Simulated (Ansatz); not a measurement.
# ClH5O2SiZn: the cost of one run

Method: RKS PBE0/def2-SVP, in Ansatz 0.2.0.

## Step 1: Starting point

Bond lengths: Zn1–Cl2 2.590 Å, Zn1–O3 1.790 Å, O3–H4 1.010 Å, Zn1–O5 2.090 Å, O5–Si6 1.680 Å, Si6–H7 1.460 Å, Si6–H8 1.460 Å, Si6–H9 1.460 Å. Angles: Cl2–Zn1–O3 180.0°, Cl2–Zn1–O5 71.6°, O3–Zn1–O5 108.4°, Zn1–O3–H4 109.5°, Zn1–O5–Si6 125.0°, O5–Si6–H7 109.5°, O5–Si6–H8 109.5°, O5–Si6–H9 109.5°, H7–Si6–H8 109.4°, H7–Si6–H9 109.4°, H8–Si6–H9 109.4°.

As a file:

```xyz
10

Zn    0.0000    0.0000    0.0000
Cl    0.0000    0.0000    2.5900
O     0.0000    0.0000   -1.7900
H     0.2547   -0.9174   -2.1271
O    -1.9515   -0.3540    0.6590
Si   -3.0351   -1.4151   -0.0637
H    -2.3748   -2.6940   -0.3089
H    -4.1791   -1.6204    0.8200
H    -3.4944   -0.8545   -1.3311
H    -1.3940   -0.2528    1.8346
```

## Step 2: Pulling towards end A

Springs on the bonds that form and break draw the guess towards this end; the thresholds are loose.

input.yaml

```yaml
crystal:
  periodic: [false, false, false]
  atoms:
    - { symbol: Zn, position_ang: [0.0, 0.0, 0.0] }
    - { symbol: Cl, position_ang: [0.0, 0.0, 2.59] }
    - { symbol: O, position_ang: [0.0, 0.0, -1.79] }
    - { symbol: H, position_ang: [0.2547, -0.9174, -2.1271] }
    - { symbol: O, position_ang: [-1.9515, -0.354, 0.659] }
    - { symbol: Si, position_ang: [-3.0351, -1.4151, -0.0637] }
    - { symbol: H, position_ang: [-2.3748, -2.694, -0.3089] }
    - { symbol: H, position_ang: [-4.1791, -1.6204, 0.82] }
    - { symbol: H, position_ang: [-3.4944, -0.8545, -1.3311] }
    - { symbol: H, position_ang: [-1.394, -0.2528, 1.8346] }
basis:
  gaussian: { orbitals: def2-SVP }
hamiltonian:
  xc: pbe0
relax:
  f_tol: 0.15
  max_steps: 25
  restrain:
    - { distance: [0, 4], at: 2.99, k: 30.0 }
    - { distance: [9, 1], at: 2.57, k: 30.0 }
    - { distance: [0, 1], at: 2.24, k: 30.0 }
    - { distance: [9, 4], at: 1.01, k: 30.0 }
```

Command:

```
$ ansatz run input.yaml --threads 4 --pin off --max-ram 5120MiB --backend cpu --events-out ev --progress --plain --runs-dir out
```

**Question.** How long does this run take on 4 threads of Intel Xeon 6975P-C (Granite Rapids), shared host, and how much memory does it need?

About 15 s, with a peak of 0.33 GiB.
